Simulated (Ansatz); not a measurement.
Predict the output of the script below (Ansatz 0.2.0 through its Python package).

`h8ossi3.xyz`
```text
13

Si    2.79580   -1.03660    0.07610
O     1.68060    0.11760    0.46260
Si    0.04370    0.27510    0.58030
S    -0.72560    0.73130   -1.35030
Si   -2.74150    0.89320   -0.67570
H     2.70330   -2.14910    1.05290
H     2.54060   -1.56320   -1.28540
H     4.15710   -0.45230    0.14060
H    -0.27400    1.38050    1.51370
H    -0.55010   -0.98970    1.07310
H    -2.84840    1.97870    0.32930
H    -3.60950    1.21100   -1.83510
H    -3.17200   -0.39640   -0.08210
```

The script, `run_opt.py`:
```python
"""Geometry optimisation of H8OSSi3."""

import argparse
import itertools

import ansatz as az
from ase.data import atomic_numbers, covalent_radii
import numpy as np

parser = argparse.ArgumentParser(description="Geometry optimisation of H8OSSi3.")
parser.add_argument("--basis-set", required=True, help="basis")
parser.add_argument("--xc", default="b3lyp", help="exchange-correlation functional")
args = parser.parse_args()

mol = az.Crystal.molecule_from_extxyz("h8ossi3.xyz")

model = mol.calculation().basis(gaussian=args.basis_set).functional(args.xc)
symbols = [site.symbol for site in mol.cartesian_sites]
start = np.array([site.position_ang for site in mol.cartesian_sites], dtype=float)
def progress(event):
    if event["event"] == "relax_step":
        row = event["data"]
        print(f"step {row['step']:3d}  E = {row['lagrangian_ev']:.6f} eV  largest force component {row['allowed_force_max_ev_ang']:.4f} eV/A")


report = model.relax(force_tolerance=0.005, max_steps=100).session().plan().execute(on_event=progress).report
end = np.array(report["positions_ang"])

for key in ("converged", "free_energy_ev", "reference_energy_ev", "n_frozen", "n_occupied", "n_virtual"):
    print(f"{key:22s} {report[key]}")

# pairs closer than 1.2 times the sum of covalent radii, before or after
radius = [covalent_radii[atomic_numbers[s]] for s in symbols]
span = lambda where, i, j: np.linalg.norm(where[i] - where[j])
bonded = [(i, j) for i, j in itertools.combinations(range(len(symbols)), 2) if min(span(start, i, j), span(end, i, j)) < 1.2 * (radius[i] + radius[j])]
print("pair        before    after (A)")
for i, j in bonded:
    print(f"{symbols[i]}{i}-{symbols[j]}{j}".ljust(10), f"{span(start, i, j):8.4f} {span(end, i, j):8.4f}")
for first, second in list(itertools.combinations(bonded, 2)):
    shared = set(first) & set(second)
    if shared and symbols[(j := shared.pop())] != "H":
        i, k = sorted((set(first) | set(second)) - {j})
        u, v = end[i] - end[j], end[k] - end[j]
        angle = np.degrees(np.arccos(np.clip(u @ v / np.linalg.norm(u) / np.linalg.norm(v), -1, 1)))
        print(f"final angle {symbols[i]}{i}-{symbols[j]}{j}-{symbols[k]}{k}: {angle:.2f} deg")
```

```console
$ python run_opt.py --basis-set def2-SVP
step   1  E = -36638.392346 eV  largest force component 0.5931 eV/A
step   2  E = -36638.450713 eV  largest force component 0.3187 eV/A
step   3  E = -36638.463293 eV  largest force component 0.2705 eV/A
step   4  E = -36638.464558 eV  largest force component 0.4892 eV/A
step   5  E = -36638.478085 eV  largest force component 0.0736 eV/A
step   6  E = -36638.483383 eV  largest force component 0.0454 eV/A
step   7  E = -36638.489191 eV  largest force component 0.0232 eV/A
step   8  E = -36638.490170 eV  largest force component 0.1868 eV/A
step   9  E = -36638.492345 eV  largest force component 0.1366 eV/A
step  10  E = -36638.496396 eV  largest force component 0.0244 eV/A
[... 47 cycles left out ...]
step  58  E = -36638.560231 eV  largest force component 0.0071 eV/A
step  59  E = -36638.560248 eV  largest force component 0.0072 eV/A
step  60  E = -36638.560256 eV  largest force component 0.0074 eV/A
step  61  E = -36638.560265 eV  largest force component 0.0077 eV/A
step  62  E = -36638.560282 eV  largest force component 0.0072 eV/A
step  63  E = -36638.560283 eV  largest force component 0.0119 eV/A
step  64  E = -36638.560311 eV  largest force component 0.0134 eV/A
step  65  E = -36638.560324 eV  largest force component 0.0082 eV/A
step  66  E = -36638.560342 eV  largest force component 0.0028 eV/A
step  67  E = -36638.560350 eV  largest force component 0.0033 eV/A
converged              True
free_energy_ev         -36638.56067759598
reference_energy_ev    -36638.56067759598
n_frozen               0
n_occupied             [37, 37]
n_virtual              [89, 89]
pair        before    after (A)
Si0-O1       1.6508   1.6660
Si0-H5       1.4834   1.4876
Si0-H6       1.4819   1.4900
Si0-H7       1.4828   1.4919
O1-Si2       1.6487   1.6546
Si2-S3       2.1277   2.1592
Si2-H8       1.4812   1.4872
Si2-H9       1.4816   1.4847
S3-Si4       2.1319   2.1682
Si4-H10      1.4832   1.4909
Si4-H11      1.4828   1.4876
Si4-H12      1.4835   1.4899
final angle O1-Si0-H5: 108.07 deg
final angle O1-Si0-H6: 110.19 deg
final angle O1-Si0-H7: 110.29 deg
final angle Si0-O1-Si2: 149.21 deg
final angle H5-Si0-H6: 109.52 deg
final angle H5-Si0-H7: 109.51 deg
final angle H6-Si0-H7: 109.25 deg
final angle O1-Si2-S3: 112.80 deg
final angle O1-Si2-H8: 110.76 deg
final angle O1-Si2-H9: 107.02 deg
final angle S3-Si2-H8: 104.20 deg
final angle S3-Si2-H9: 110.38 deg
final angle Si2-S3-Si4: 102.07 deg
final angle H8-Si2-H9: 111.76 deg
final angle S3-Si4-H10: 110.55 deg
final angle S3-Si4-H11: 105.88 deg
final angle S3-Si4-H12: 111.89 deg
final angle H10-Si4-H11: 110.16 deg
final angle H10-Si4-H12: 108.94 deg
final angle H11-Si4-H12: 109.38 deg
```

Reading the output:
- Total energies depend on the basis set; only differences at equal settings carry meaning.
- The end point is the stationary point reached from this start; no frequency run checks that it is a minimum, and the basis set is modest.
- b3lyp holds the VWN-RPA fit, as in Gaussian; the form of ORCA and Turbomole is b3lyp5.
- The whole script took 7.5 min on 1 thread of Arm Neoverse V2, on a shared host, peak memory 0.41 GiB.

(A comment or docstring line of the script was reworded after the run, the code is as it ran; lines on the test bed's own set-up are left out of the output.)
